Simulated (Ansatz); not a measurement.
C3H4Se, SMILES C=C1C[Se]1, a rigid scan of one bond length

Computed with the Ansatz DFT code, driven from Python.

Run as a notebook:

```python
import ansatz
import numpy as np
```

```python
BASIS = "def2-SVP"
FUNCTIONAL = "PBE0"
```

```python
geometry_ang = [
    ("C", (-0.4282, 1.338, -0.157)),
    ("C", (-0.1552, 0.0943, -0.2521)),
    ("C", (0.4275, -1.1163, 0.3152)),
    ("Se", (-0.0513, -1.6661, -1.2819)),
    ("H", (-0.9913, 1.8574, -1.0091)),
    ("H", (-0.2256, 1.9659, 0.7193)),
    ("H", (1.59, -1.0359, 0.4226)),
    ("H", (-0.0739, -1.4945, 1.1872)),
]
system = ansatz.Crystal.molecule()
for symbol, xyz in geometry_ang:
    system = system.atom(symbol, xyz)

symbols = [site.symbol for site in system.cartesian_sites]
start = np.array([site.position_ang for site in system.cartesian_sites])
axis = (start[6] - start[2]) / np.linalg.norm(start[6] - start[2])
moving = [6]
lengths, energies = [1.03, 1.077, 1.123, 1.17, 1.217, 1.264, 1.311, 1.381], []
for length in lengths:
    xyz = start.copy()
    xyz[moving] += (length - np.linalg.norm(start[6] - start[2])) * axis
    point = ansatz.Crystal.molecule()
    for symbol, place in zip(symbols, xyz):
        point = point.atom(symbol, place.tolist())
    calculation = point.calculation()
    calculation = calculation.basis(gaussian=BASIS).functional(FUNCTIONAL)
    data = calculation.run(threads=1).report
    energies.append(data["free_energy_ev"])
    print(f"r = {length:6.3f} A  E = {energies[-1]:.5f} eV  <S^2> = {abs(data['mean_field']['state']['spin_squared']):.3f}")

# quartic fit about the minimum
fit = np.polynomial.Polynomial.fit(lengths, np.array(energies) - min(energies), 4).convert()
roots = [r.real for r in fit.deriv().roots() if abs(r.imag) < 1e-9 and fit.deriv(2)(r.real) > 0]
r_e = min(roots, key=lambda r: abs(r - lengths[int(np.argmin(energies))]))
print(f"minimum of the fit at {r_e:.4f} A, force constant {fit.deriv(2)(r_e):.2f} eV/A^2")
```

    r =  1.030 A  E = -68501.21169 eV  <S^2> = 0.000
    r =  1.077 A  E = -68501.29765 eV  <S^2> = 0.000
    r =  1.123 A  E = -68501.30071 eV  <S^2> = 0.000
    r =  1.170 A  E = -68501.24106 eV  <S^2> = 0.000
    r =  1.217 A  E = -68501.13392 eV  <S^2> = 0.000
    r =  1.264 A  E = -68500.99190 eV  <S^2> = 0.000
    r =  1.311 A  E = -68500.82491 eV  <S^2> = 0.000
    r =  1.381 A  E = -68500.54609 eV  <S^2> = 0.000
    minimum of the fit at 1.1018 A, force constant 32.62 eV/A^2

Caveats:
- Total energies depend on the basis set; only differences at equal settings carry meaning.
- The rest of the molecule is held rigid at a force-field or estimated start geometry, and the basis set is modest; single-reference methods fail as a bond breaks.
- The orbitals are restricted, so S² is zero by construction.
- Finished in 23 s on 1 thread of Arm Neoverse V2, on a shared host, peak memory 0.26 GiB.
